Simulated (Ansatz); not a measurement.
# CH₅InO: a ladder of functionals and wavefunction methods

The task here is to estimate one member of a computed series from the others.

Computed with Ansatz 0.2.0, Gaussian basis. Level: functionals in def2-TZVPP, the program's frozen cores in correlated methods.

Levels to be run: LDA (SPW92), PBE-D4, revPBE-D4, BLYP-D4, r2SCAN-D4, B97M-V, PBE0-D4, B3LYP-D4, r2SCANh-D4, r2SCAN0-D4, HSE06-D4, BHLYP-D4, CAM-B3LYP-D4, LC-ωPBE, ωB97X-V, ωB97M-V, B2PLYP, PBE-QIDH; CCSD(T)/def2-SVP; CCSD(T)/def2-TZVPP; MP2/def2-QZVPP; extrapolation to the limit; RPA on PBE.

1 further run of the same task is left out (for a known fault of the program).

**Structure used throughout**

An earlier PBE0-D4 in a triple-zeta def2 set relaxation fixed the geometry. In takes the def2 core potential; no spin-orbit term is included.

SMILES `C[O][InH2]`, 8 atoms, charge 0, spin multiplicity 1.

Atoms are counted from 1 here; the program's logs count them from 0.

Bond lengths: C1–O2 1.398 Å, C1–H4 1.098 Å, C1–H5 1.101 Å, C1–H6 1.098 Å, O2–In3 1.987 Å, In3–H7 1.713 Å, In3–H8 1.703 Å. Angles: O2–C1–H4 110.4°, O2–C1–H5 113.8°, O2–C1–H6 110.4°, H4–C1–H5 107.3°, H4–C1–H6 107.4°, H5–C1–H6 107.3°, C1–O2–In3 123.8°, O2–In3–H7 112.1°, O2–In3–H8 111.6°, H7–In3–H8 136.3°.

Set-up of the first run:

in.yaml

```yaml
crystal:
  periodic: [false, false, false]
  atoms:
    - {symbol: C, position_ang: [-0.599876, 1.070029, -0.393565]}
    - {symbol: O, position_ang: [-0.772833, -0.170293, 0.227097]}
    - {symbol: In, position_ang: [0.705187, -1.456603, 0.556939]}
    - {symbol: H, position_ang: [-1.220779, 1.135606, -1.296630]}
    - {symbol: H, position_ang: [0.439320, 1.274031, -0.695120]}
    - {symbol: H, position_ang: [-0.910056, 1.881009, 0.278382]}
    - {symbol: H, position_ang: [2.211226, -0.867397, -0.008997]}
    - {symbol: H, position_ang: [0.147801, -2.866382, 1.331893]}
basis:
  gaussian: {orbitals: def2-TZVPP}
hamiltonian: {xc: lda}
output: {orbitals: {seedname: orbitals}}
```

On the command line:

```bash
> ansatz run in.yaml --threads 4 --pin off --events-out ev --progress --plain --max-ram 10444MiB
```

Among the steps run: LDA; PBE-D4 (GGA); revPBE-D4 (GGA); BLYP-D4 (GGA); r2SCAN-D4 (meta-GGA); B97M-V (meta-GGA); PBE0-D4 (hybrid); B3LYP-D4 (hybrid); r2SCANh-D4 (hybrid); r2SCAN0-D4 (hybrid); HSE06-D4 (hybrid); BHLYP-D4 (hybrid); CAM-B3LYP-D4 (range-separated); LC-ωPBE (range-separated); ωB97X-V (range-separated); ωB97M-V (range-separated); B2PLYP (double hybrid); PBE-QIDH (double hybrid).

One table of the session follows, with a row left open; its other results are not shown here.

It belongs to the step «Orbital energies across the functionals». 

```
  functional  HOMO (eV)  LUMO (eV)  gap (eV)
 LDA (SPW92)      -6.07      -2.46      3.61
      PBE-D4          ?          ?         ?
   revPBE-D4      -5.83      -2.12      3.71
     BLYP-D4      -5.83      -2.20      3.63
   r2SCAN-D4      -6.14      -1.94      4.20
      B97M-V      -6.27      -2.25      4.02
     PBE0-D4      -7.29      -1.52      5.77
    B3LYP-D4      -7.09      -1.81      5.28
  r2SCANh-D4      -6.67      -1.70      4.97
  r2SCAN0-D4      -7.48      -1.35      6.14
    HSE06-D4      -6.88      -1.88      5.01
    BHLYP-D4      -8.70      -0.94      7.77
CAM-B3LYP-D4      -8.74      -0.76      7.98
     LC-ωPBE     -10.05       0.34     10.39
     ωB97X-V      -9.73       0.21      9.94
     ωB97M-V      -9.68      -0.11      9.57
```

Q: Estimate the row for PBE-D4 from the others.

As computed: HOMO (eV): -5.90; LUMO (eV): -2.22; gap (eV): 3.68. In the column «HOMO (eV)» it lies between LDA (SPW92) (-6.07) and revPBE-D4 (-5.83).
